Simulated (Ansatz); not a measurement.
# CH9BN2Si: the cost of one run

Method: RHF/STO-3G, in Ansatz 0.2.0.

## (1) The starting structure

Bond lengths: B1–C2 1.580 Å, C2–N3 1.461 Å, N3–Si4 1.807 Å, Si4–N5 1.854 Å, B1–H6 1.128 Å, B1–H7 1.225 Å, C2–H8 1.095 Å, C2–H9 1.117 Å, N3–H10 1.094 Å, Si4–H11 1.391 Å, Si4–H12 1.463 Å, N5–H13 1.075 Å, N5–H14 1.065 Å. Angles (14 of 21 angles, heavy atoms first): B1–C2–N3 108.7°, C2–N3–Si4 109.6°, N3–Si4–N5 106.3°, B1–C2–H8 110.7°, B1–C2–H9 105.1°, N3–C2–H8 110.8°, N3–C2–H9 112.9°, C2–B1–H6 125.1°, C2–B1–H7 117.2°, C2–N3–H10 106.0°, Si4–N3–H10 104.0°, N3–Si4–H11 112.5°, N3–Si4–H12 108.2°, N5–Si4–H11 109.8°.

Coordinates:

```xyz
14

B    -0.0970    1.2824    2.0978
C     0.1937    0.8379    0.6098
N     0.1160   -0.6191    0.5319
Si    0.4950   -1.1568   -1.1506
N    -1.0430   -0.8748   -2.1471
H     0.5379    1.0137    2.9903
H    -1.0519    2.0275    2.2839
H    -0.5189    1.3036   -0.0794
H     1.2137    1.2318    0.3816
H     0.9525   -0.9982    1.1257
H     1.5552   -0.4508   -1.7100
H     0.7282   -2.6012   -1.1284
H    -1.9051   -1.2044   -1.5967
H    -1.1893    0.1793   -2.1798
```

## (2) Preparing the start

The input, input.yaml:

```yaml
crystal:
  periodic: [false, false, false]
  atoms:
    - { symbol: B, position_ang: [-0.097, 1.2824, 2.0978] }
    - { symbol: C, position_ang: [0.1937, 0.8379, 0.6098] }
    - { symbol: "N", position_ang: [0.116, -0.6191, 0.5319] }
    - { symbol: Si, position_ang: [0.495, -1.1568, -1.1506] }
    - { symbol: "N", position_ang: [-1.043, -0.8748, -2.1471] }
    - { symbol: H, position_ang: [0.5379, 1.0137, 2.9903] }
    - { symbol: H, position_ang: [-1.0519, 2.0275, 2.2839] }
    - { symbol: H, position_ang: [-0.5189, 1.3036, -0.0794] }
    - { symbol: H, position_ang: [1.2137, 1.2318, 0.3816] }
    - { symbol: H, position_ang: [0.9525, -0.9982, 1.1257] }
    - { symbol: H, position_ang: [1.5552, -0.4508, -1.71] }
    - { symbol: H, position_ang: [0.7282, -2.6012, -1.1284] }
    - { symbol: H, position_ang: [-1.9051, -1.2044, -1.5967] }
    - { symbol: H, position_ang: [-1.1893, 0.1793, -2.1798] }
basis:
  gaussian: { orbitals: STO-3G }
hamiltonian:
  xc: hf
relax:
  f_tol: 0.02
  max_steps: 40
scf:
  lower_state_search: "off"
```

The run is started by

```console
> ansatz run input.yaml --threads 1 --pin off --max-ram 2048MiB --backend cpu --events-out ev --progress --plain --runs-dir out
```

What time and memory should one allow on 1 thread of Arm Neoverse V2, shared host?

About 17 s, with a peak of 0.13 GiB.
